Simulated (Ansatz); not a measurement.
# CH2OTe: vertical ionisation energy

How much energy removes an electron from CH2OTe at fixed geometry? The cation is run at each level and the neutral's energy taken from earlier runs.

Computed with Ansatz 0.2.0, Gaussian basis. Level: unrestricted cation, the program's frozen cores in correlated methods.

The runs, in order: UKS PBE-D4/def2-TZVPP; UKS r2SCAN-D4/def2-TZVPP; UKS PBE0-D4/def2-TZVPP; UKS B3LYP-D4/def2-TZVPP; UKS wB97X-V/def2-TZVPP; UKS wB97M-V/def2-TZVPP; UKS B2PLYP/def2-TZVPP; UHF-CCSD(T)/def2-TZVPP; UHF-MP2/def2-QZVPP; extrapolation to the limit; then −ε(HOMO) from the neutral's earlier runs with LDA (SPW92), PBE-D4, revPBE-D4, BLYP-D4, r2SCAN-D4, B97M-V, PBE0-D4, B3LYP-D4, r2SCANh-D4, r2SCAN0-D4, HSE06-D4, BHLYP-D4, CAM-B3LYP-D4, LC-ωPBE, ωB97X-V, ωB97M-V.

## Step 1: The geometry

An earlier PBE0-D4 in a triple-zeta def2 set relaxation fixed the geometry. Te takes the def2 core potential; no spin-orbit term is included.

5 atoms, charge 0, spin multiplicity 1.

Atoms are counted from 1 here; the program's logs count them from 0.

Bond lengths: O1–C2 1.188 Å, C2–Te3 2.145 Å, C2–H4 1.106 Å, Te3–H5 1.658 Å. Angles: O1–C2–Te3 123.5°, O1–C2–H4 123.6°, Te3–C2–H4 112.8°, C2–Te3–H5 91.4°.

Coordinates:

```mol
CH2OTe
  3D, bonds by distance, orders not assigned

  5  4  0  0  0  0  0  0  0  0999 V2000
   -1.2164   -0.6802    1.2247 O   0  0
   -0.5928   -0.3076    0.2842 C   0  0
    1.3769    0.5293    0.4245 Te  0  0
   -0.9659   -0.3553   -0.7564 H   0  0
    1.4481    0.7401   -1.2184 H   0  0
  1  2  8  0
  2  3  8  0
  2  4  8  0
  3  5  8  0
M  END
```

## Step 2: Cation, UKS PBE-D4/def2-TZVPP

Contents of in.yaml:

```yaml
crystal:
  periodic: [false, false, false]
  atoms:
    - {symbol: O, position_ang: [-1.216351, -0.680240, 1.224661]}
    - {symbol: C, position_ang: [-0.592753, -0.307587, 0.284185]}
    - {symbol: Te, position_ang: [1.376946, 0.529255, 0.424498]}
    - {symbol: H, position_ang: [-0.965898, -0.355252, -0.756370]}
    - {symbol: H, position_ang: [1.448057, 0.740124, -1.218375]}
basis:
  gaussian: {orbitals: def2-TZVPP}
total_charge: 1
magnetization: {spin_polarized: true, initial_magnetization: 1}
hamiltonian: {xc: pbe, dispersion: d4}
```

Started as:

```
$ ansatz run in.yaml --threads 2 --pin off --events-out ev --progress --plain --max-ram 4352MiB
```

Further steps of the session: Cation, UKS r2SCAN-D4/def2-TZVPP; Cation, UKS PBE0-D4/def2-TZVPP; Cation, UKS B3LYP-D4/def2-TZVPP; Cation, UKS wB97X-V/def2-TZVPP; Cation, UKS wB97M-V/def2-TZVPP; Cation, UKS B2PLYP (frozen core)/def2-TZVPP; Cation, UHF-CCSD(T)/def2-TZVPP; Cation, UHF-MP2/def2-QZVPP.

**Question.** What will the summary of the whole plan be? Wanted: ionisation energy, CCSD(T)/CBS; nearest functional by difference; nearest −ε(HOMO); −ε(HOMO) of PBE; T1 of the cation.

The runs gave:

```
                        quantity                value
  ionisation energy, CCSD(T)/CBS              9.31 eV
nearest functional by difference  B3LYP-D4 (-0.08 eV)
                nearest −ε(HOMO)   LC-ωPBE (+0.13 eV)
                 −ε(HOMO) of PBE              5.96 eV
                T1 of the cation                0.029
```

**Reading.** By cation minus neutral, the functionals miss by 0.20 eV at most. The PBE orbital energy is 3.4 eV too small: a semilocal HOMO is no ionisation energy. Among orbital estimates LC-ωPBE comes nearest. Hartree-Fock falls 1.13 eV short, as the neutral has more correlation energy than the cation. Correlated methods include outer-core shells of Te, which these sets cover unevenly. With outer-core shells in play the reference is unsure by up to some tenths of an eV, so close misses can't be ranked.
